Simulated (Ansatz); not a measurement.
Predict the output of the script below (the Ansatz DFT code, driven from Python).

Script `run_bde.py`:
```python
import ansatz as az


def single_point(molecule, charge=0, unpaired=0):
    calc = (
        molecule.calculation()
        .basis(gaussian="def2-SVP")
        .correlation("CCSD(T)")
    )
    if charge:
        calc = calc.charge(charge)
    if unpaired:
        calc = calc.spin("collinear", total=unpaired)
    report = calc.run().report
    if report["published_state_doubts"]:
        print("  doubts:", report["published_state_doubts"])
    return report["free_energy_ev"]

def without(molecule, index):
    rest = az.Crystal.molecule()
    for i, site in enumerate(molecule.cartesian_sites):
        if i != index:
            rest = rest.atom(site.symbol, site.position_ang)
    return rest


def main() -> None:
    geometry_ang = [
        ("Ga", [0.0, 0.0, 0.0]),
        ("H", [0.6217, 1.1604, -0.9277]),
        ("H", [-1.0731, 0.6415, 1.0152]),
        ("H", [1.1792, -0.7051, 0.8404]),
        ("H", [-0.7278, -1.0969, -0.9279]),
    ]
    molecule = az.Crystal.molecule()
    for symbol, xyz in geometry_ang:
        molecule = molecule.atom(symbol, xyz)

    whole = single_point(molecule, -1)
    hydrogen = single_point(az.Crystal.molecule().atom("H", (0, 0, 0)), 0, 1)
    print(f"E(molecule) = {whole:.5f} eV, E(H) = {hydrogen:.5f} eV")
    for index in [4]:
        radical = single_point(without(molecule, index), -1, 1)
        print(f"H{index}: homolysis {96.485332 * (radical + hydrogen - whole):.1f} kJ/mol")


if __name__ == "__main__":
    main()
```

```console
$ python run_bde.py
E(molecule) = -52397.76863 eV, E(H) = -13.58606 eV
H4: homolysis 346.8 kJ/mol
```

Total energies depend on the basis set; only differences at equal settings carry meaning. The geometry is a force-field or estimated start, not a minimum of this method, and the basis set is short of its limit. All parts are taken at fixed geometry, without zero-point energy. Anions want diffuse functions, which this basis lacks. Finished in 2.7 s on 1 thread of Arm Neoverse V1, on a shared host, peak memory 0.19 GiB.
